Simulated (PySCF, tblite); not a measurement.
**C₈H₁₄Ge: geometry, infrared bands and NMR shifts**

Aim: predict the infrared bands and NMR shifts of C₈H₁₄Ge (`C/C=C1/C[C@@H]1[C@H]1C[CH2][GeH2]1`).

The runs use tblite 0.8.0 and PySCF 2.14.0, with density-fitted response routines of our own; the level of theory stands in each step. All values are computed, except where a source is named. Atoms count from 0, in the outputs and in this text.

## 1. The starting structure

23 atoms, charge 0, multiplicity 1; geometry from: force field or distance geometry start.

Bonds of the start (Å): C0–C1 1.49, C1–C2 1.36, C2–C3 1.49, C3–C4 1.53, C4–C5 1.49, C5–C6 1.53, C6–C7 1.53, C7–Ge8 1.96, C4–C2 1.46, Ge8–C5 1.94, C0–H9 1.10, C0–H10 1.14, C0–H11 1.12, C1–H12 1.08, C3–H13 1.11, C3–H14 1.08, C4–H15 1.12, C5–H16 1.09, C6–H17 1.11, C6–H18 1.09, C7–H19 1.10, C7–H20 1.11, Ge8–H21 1.53, Ge8–H22 1.56.

## 2. Optimising the geometry with GFN2-xTB

The job: settings as JSON, then the geometry in Å.

```
{"job": {"kind": "relax", "xc": "GFN2-xTB", "basis": "xTB"}, "charge": 0, "multiplicity": 1}
C     -3.034400     0.324600     0.917300
C     -2.703700    -0.329700    -0.382300
C     -1.459900    -0.195200    -0.909500
C     -0.631500    -0.575500    -2.083400
C     -0.090900     0.307600    -0.957600
C      1.000500    -0.347400    -0.177100
C      2.328900     0.373900    -0.415800
C      2.900700     0.008500     0.954000
Ge     1.096000     0.113900     1.703300
H     -2.174300     0.593900     1.539200
H     -3.744900    -0.345800     1.496500
H     -3.678800     1.204700     0.669700
H     -3.468100    -0.930000    -0.852700
H     -0.298400    -1.635100    -2.097600
H     -0.744200    -0.116700    -3.057400
H      0.077200     1.353300    -1.330800
H      1.124300    -1.408800    -0.410300
H      2.942100    -0.109200    -1.204300
H      2.145800     1.442400    -0.547100
H      3.619700     0.738900     1.347500
H      3.331800    -1.017300     1.008400
H      0.780200    -0.988200     2.710800
H      0.677100     1.564100     2.089300
```

Started as:

```console
$ OMP_NUM_THREADS=1 python probes_run.py task.json out
```

One launch serves the whole session: the jobs run in the order shown.

**Question.** This job is followed by: GFN2-xTB harmonic vibrations, gas phase; GIAO PBE0/pcSseg-1 NMR shielding, non-relativistic, gas phase. Predict these results of the whole session: strongest single infrared mode (GFN2-xTB); zero-point energy (GFN2-xTB); 13C shifts against TMS (PBE0/pcSseg-1); 1H shifts against TMS (PBE0/pcSseg-1, means over atoms taken as alike); 73Ge shifts against GeMe4 (PBE0/pcSseg-1); surface potential, 1st and 99th percentile.

The runs gave:

```
                                                              quantity                                                                       value
                             strongest single infrared mode (GFN2-xTB)                                                       1939 cm⁻¹, 565 km/mol
                                          zero-point energy (GFN2-xTB)                                                              117.6 kcal/mol
                                13C shifts against TMS (PBE0/pcSseg-1)                        134.5, 121.9, 46.3, 33.8, 24.3, 23.5, 15.1, 14.6 ppm
1H shifts against TMS (PBE0/pcSseg-1, means over atoms taken as alike)  6.03, 4.94, 4.71, 2.50, 2.26, 1.88, 1.75, 1.69, 1.68, 1.54, 1.35, 0.71 ppm
                             73Ge shifts against GeMe4 (PBE0/pcSseg-1)                                                                    -115 ppm
                                 surface potential, 1st and 99th percentile                                                          -0.64 V and 0.68 V
```

Over 123 steps the energy fell by 0.919 eV; of the close pairs, C5–Ge8 changed most, 1.939 to 2.008 Å. No mode is imaginary among the 63: a minimum at this level. The strongest single mode, at 1939 cm⁻¹, moves mainly H22. GFN2-xTB is a fitted tight-binding method: band positions and strengths are rough. Its intensities can rank the bands wrongly. The most deshielded hydrogen is H12 (hydrogen on an alkene CH), at 6.03 ppm: attached to an sp2 carbon and in the plane of the double bond. At PBE0/pcSseg-1: Shielding is most anisotropic at C2 (span 217 ppm, paramagnetic term -211 ppm). Spin-orbit coupling is left out, which matters for shieldings and couplings at and beside the heavy atoms.
